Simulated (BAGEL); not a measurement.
# AlF3 (SMILES F[Al](F)F): HF/3-21G (density fitting with cc-pvqz-jkfit)

Aim: the energy change on altering one bond length of AlF3 at HF/3-21G (density fitting with cc-pvqz-jkfit), from 2 runs. 

Program for the calculation: BAGEL 1.2.2.

2 further runs of the same task are left out: 1 that didn't finish, 1 set aside as unsound or not needed.

**1. The structure to begin with**

AlF3: 4 atoms, total charge 0, spin state singlet. As SMILES, `F[Al](F)F`. The shape is that of a PBE0-D4/def2-TZVP optimisation.

Bond lengths: F1–Al2 1.629 Å, Al2–F3 1.629 Å, Al2–F4 1.629 Å. Angles: F1–Al2–F3 120.0°, F1–Al2–F4 120.0°, F3–Al2–F4 120.0°.

**2. The energy at HF/3-21G (density fitting with cc-pvqz-jkfit)**

hf.json

```json
{ "bagel": [

{
  "title": "molecule",
  "basis": "3-21g",
  "df_basis": "cc-pvqz-jkfit",
  "angstrom": true,
  "geometry": [
    { "atom": "F", "xyz": [    0.859410,   -0.722590,    1.180170 ] },
    { "atom": "Al", "xyz": [    0.000000,   -0.000010,    0.000000 ] },
    { "atom": "F", "xyz": [   -1.440740,   -0.612530,   -0.450110 ] },
    { "atom": "F", "xyz": [    0.581330,    1.335130,   -0.730040 ] }
  ]
},
{
  "title": "hf"
},
{
  "title": "print",
  "file": "orbitals.molden",
  "orbitals": true
}

]}
```

Command:

```
$ BAGEL_NUM_THREADS=1 BAGEL hf.json > hf.out
```

The program printed:

```text
* using 1 threads per process

  ===============================================================
  ===============================================================

  *** Geometry ***

  { "atom" : "F", "xyz" : [      1.624050,     -1.365497,      2.230198 ] },
  { "atom" : "Al", "xyz" : [      0.000000,     -0.000019,      0.000000 ] },
  { "atom" : "F", "xyz" : [     -2.722604,     -1.157514,     -0.850585 ] },
  { "atom" : "F", "xyz" : [      1.098554,      2.523030,     -1.379576 ] },

  Number of auxiliary basis functions:      466

  Since a DF basis is specified, we compute 2- and 3-index integrals:
    o Being stored without compression. Storage requirement is 0.006 GB

  Number of basis functions:       40
  Number of electrons      :       40

    * METHOD: MOLECULE                             0.09

  *** RHF ***

  === Nuclear Repulsion ===
   159.6005261539

      * DIIS with orbital gradients will be used.

  === RHF iteration (3-21g) ===
      0       -537.30253079          0.04324032           0.02
      1       -537.46251582          0.02422853           0.01
      2       -537.52309246          0.00059876           0.01
      3       -537.52319910          0.00006012           0.01
      4       -537.52320019          0.00001091           0.01
      5       -537.52320022          0.00000200           0.01
      6       -537.52320023          0.00000025           0.01
      7       -537.52320023          0.00000004           0.01
      8       -537.52320023          0.00000001           0.01
    * SCF iteration converged.

    * Permanent dipole moment:
           (    0.000002,     0.000053,     0.000025) a.u.

    * METHOD: HF                                   0.17

    * METHOD: PRINT                                0.00

  ===============================================================
```

Run time: 0.52 s. Hardware: 1 thread of Intel Xeon 6975P-C (Granite Rapids), shared host; peak memory 0.081 GiB.

**3. The distorted shape, same level**

calc.json

```json
{ "bagel": [

{
  "title": "molecule",
  "basis": "3-21g",
  "df_basis": "cc-pvqz-jkfit",
  "angstrom": true,
  "geometry": [
    { "atom": "F", "xyz": [    1.579744,   -0.416345,    1.405214 ] },
    { "atom": "Al", "xyz": [    0.720334,    0.306235,    0.225044 ] },
    { "atom": "F", "xyz": [   -1.440740,   -0.612530,   -0.450110 ] },
    { "atom": "F", "xyz": [    1.301664,    1.641375,   -0.504996 ] }
  ]
},
{
  "title": "hf"
},
{
  "title": "print",
  "file": "orbitals.molden",
  "orbitals": true
}

]}
```

Command:

```
$ BAGEL_NUM_THREADS=1 BAGEL calc.json > calc.out
```

The program printed:

```text
* using 1 threads per process

  ===============================================================
  ===============================================================

  *** Geometry ***

  { "atom" : "F", "xyz" : [      2.985284,     -0.786778,      2.655470 ] },
  { "atom" : "Al", "xyz" : [      1.361234,      0.578700,      0.425272 ] },
  { "atom" : "F", "xyz" : [     -2.722604,     -1.157514,     -0.850585 ] },
  { "atom" : "F", "xyz" : [      2.459788,      3.101749,     -0.954304 ] },

  Number of auxiliary basis functions:      466

  Since a DF basis is specified, we compute 2- and 3-index integrals:
    o Being stored without compression. Storage requirement is 0.006 GB

  Number of basis functions:       40
  Number of electrons      :       40

    * METHOD: MOLECULE                             0.09

  *** RHF ***

  === Nuclear Repulsion ===
   140.6945857669

      * DIIS with orbital gradients will be used.

  === RHF iteration (3-21g) ===
      0       -537.07063768          0.04610108           0.02
      1       -537.24495720          0.03190520           0.01
      2       -537.36201200          0.00310976           0.01
      3       -537.36390015          0.00132557           0.01
      4       -537.36446809          0.00042562           0.01
      5       -537.36456904          0.00009208           0.01
      6       -537.36457346          0.00001341           0.01
      7       -537.36457353          0.00000391           0.01
      8       -537.36457354          0.00000191           0.01
      9       -537.36457354          0.00000060           0.01
     10       -537.36457354          0.00000019           0.01
     11       -537.36457354          0.00000004           0.01
     12       -537.36457354          0.00000002           0.01
     13       -537.36457354          0.00000000           0.01
    * SCF iteration converged.

    * Permanent dipole moment:
           (   -0.787494,    -0.334750,    -0.246003) a.u.

    * METHOD: HF                                   0.24

    * METHOD: PRINT                                0.00

  ===============================================================
```

Wall time 0.6 s (1 thread of Intel Xeon 6975P-C (Granite Rapids), shared host); peak memory 0.081 GiB.

**4. What came out**

At HF/3-21G (density fitting with cc-pvqz-jkfit):

| quantity | value |
| --- | --- |
| first shape: total energy | -537.52320 Eh |
| first shape: dipole moment | 0.00 D |
| first shape: HOMO energy | -16.34 eV |
| first shape: LUMO energy | 2.17 eV |
| first shape: HOMO–LUMO gap | 18.51 eV |
| distorted shape: total energy | -537.36457 Eh |
| distorted shape: dipole moment | 2.26 D |
| distorted shape: HOMO energy | -12.36 eV |
| distorted shape: LUMO energy | 0.05 eV |
| distorted shape: HOMO–LUMO gap | 12.41 eV |
| energy change with the Al2–F3 bond stretched from 1.629 to 2.443 Å | 4.316 eV |

What this shows: With the Al2–F3 bond stretched from 1.629 to 2.443 Å the energy rises by 4.32 eV (100 kcal/mol). The first shape isn't relaxed at this level, so the change isn't measured from a minimum.
